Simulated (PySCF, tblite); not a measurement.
# C₆H₆GeOS₂: geometry, infrared bands, NMR shifts and electronic excitations

Wanted: the infrared bands, NMR shifts and electronic excitations of C₆H₆GeOS₂ (`[GeH3][O]c1cc2sccc2s1`), by calculation.

Computed with tblite 0.8.0 and PySCF 2.14.0, with density-fitted response routines of our own, on a single molecule in the gas phase. Atoms are numbered from 0 throughout.

## Step 1: The starting structure

16 atoms, charge 0, multiplicity 1; geometry from: force field or distance geometry start.

Bonds of the start (Å): Ge0–O1 1.82, O1–C2 1.38, C2–C3 1.39, C3–C4 1.39, C4–S5 1.67, S5–C6 1.71, C6–C7 1.40, C7–C8 1.39, C8–S9 1.67, S9–C2 1.72, C8–C4 1.36, Ge0–H10 1.55, Ge0–H11 1.55, Ge0–H12 1.54, C3–H13 1.09, C6–H14 1.09, C7–H15 1.08.

## Step 2: Relaxing the molecule with GFN2-xTB

What the job is given:

```
{"job": {"kind": "relax", "xc": "GFN2-xTB", "basis": "xTB"}, "charge": 0, "multiplicity": 1}
Ge     3.462700     0.552100    -0.951200
O      2.339000    -0.683300    -0.237300
C      0.989900    -0.466100    -0.024400
C      0.116400    -1.403700     0.519000
C     -1.174000    -0.902200     0.607200
S     -2.644600    -1.499100     1.142200
C     -3.497200    -0.069700     0.762600
C     -2.620400     0.876500     0.215300
C     -1.329700     0.361900     0.138000
S      0.124700     0.971500    -0.406900
H      2.959100     0.916800    -2.376200
H      3.447100     1.822900    -0.061600
H      4.886200    -0.018500    -1.018500
H      0.414200    -2.400900     0.851400
H     -4.559100     0.089000     0.932000
H     -2.921800     1.861700    -0.103200
```

Run with:

```console
> OMP_NUM_THREADS=1 python probes_run.py task.json out
```

The driver reads the jobs from task.json and runs them one after another.

**Question.** This job is followed by: GFN2-xTB harmonic vibrations, gas phase; PBE0-D3(BJ)/def2-SVP geometry optimisation, gas phase; GIAO PBE0/pcSseg-1 NMR shielding, non-relativistic, gas phase; TDDFT B3LYP/def2-SVPD, vertical, gas phase, core orbitals frozen in the response; GIAO wB97X-D/pcSseg-1 NMR shielding, non-relativistic, gas phase. What will the session give for the following? strongest single infrared mode (GFN2-xTB); zero-point energy (GFN2-xTB); point group; rotational constants (main isotopes); 13C shifts against TMS (PBE0/pcSseg-1); 1H shifts against TMS (PBE0/pcSseg-1, means over atoms taken as alike); 73Ge shifts against GeMe4 (PBE0/pcSseg-1); 17O shifts against H2O (PBE0/pcSseg-1); 33S shifts against CS2 (PBE0/pcSseg-1); surface potential, 1st and 99th percentile; lowest singlet (B3LYP/def2-SVPD); brightest single state of those computed; lowest triplet; vertical ionisation energy (ΔSCF); range of the shift of O1.

As calculated:

| quantity | value |
| --- | --- |
| strongest single infrared mode (GFN2-xTB) | 2028 cm⁻¹, 419 km/mol |
| zero-point energy (GFN2-xTB) | 59.1 kcal/mol |
| point group | Cs |
| rotational constants (main isotopes) | 2.80, 0.31, 0.28 GHz |
| 13C shifts against TMS (PBE0/pcSseg-1) | 174.5, 143.5, 128.3, 128.1, 123.8, 103.5 ppm |
| 1H shifts against TMS (PBE0/pcSseg-1, means over atoms taken as alike) | 7.04, 6.92, 6.57, 5.35 ppm |
| 73Ge shifts against GeMe4 (PBE0/pcSseg-1) | -77 ppm |
| 17O shifts against H2O (PBE0/pcSseg-1) | 108.0 ppm |
| 33S shifts against CS2 (PBE0/pcSseg-1) | 180, 146 ppm |
| surface potential, 1st and 99th percentile | -0.84 V and 1.65 V |
| lowest singlet (B3LYP/def2-SVPD) | 3.81 eV (326 nm), f = 0.000 |
| brightest single state of those computed | state 2, 4.51 eV, f = 0.321 |
| lowest triplet | 3.10 eV |
| vertical ionisation energy (ΔSCF) | 7.29 eV |
| range of the shift of O1 | 99.2 to 108.0 ppm |

What this shows: Relaxing lowered the energy by 0.500 eV in 22 steps; the close pair that moved most is C8–S9, from 1.668 to 1.734 Å (GFN2-xTB). All 42 modes are real, so the xTB geometry is a minimum. The strongest single mode, at 2028 cm⁻¹, moves mainly H11 and H10. Unscaled tight-binding wavenumbers are off by several per cent, some by more. Its intensities can rank the bands wrongly. At PBE0/pcSseg-1: Shielding is most anisotropic at Ge0 (span 315 ppm, paramagnetic term -1348 ppm). NICS(1)zz of -18 ppm above the planar ring from C2 marks a diatropic (aromatic) ring current. NICS(1)zz of -23 ppm above the planar ring from C4 marks a diatropic (aromatic) ring current. At PBE0/pcSseg-1, counted by nearest atom on the grid, the HOMO lies on 4 C atoms about 16 % each; O1 11 %, the LUMO on S9 18 %; Ge0 18 %. The first singlet state (HOMO→LUMO 0.97) lies at 3.81 eV and is dark; of the 10 states computed, the strongest absorption comes from state 2 at 4.51 eV. The lowest triplet lies 0.71 eV below the lowest singlet (triplets in Tamm-Dancoff, singlets in full TDDFT). The orbital energy would give 5.52 eV for ionisation, ΔSCF gives 7.29 eV. Across the 2 runs the shift of O1 moves most, between 99.2 (wB97X-D/pcSseg-1) and 108.0 ppm (PBE0/pcSseg-1). Spin-orbit coupling is left out, which matters for shieldings and couplings at and beside the heavy atoms.
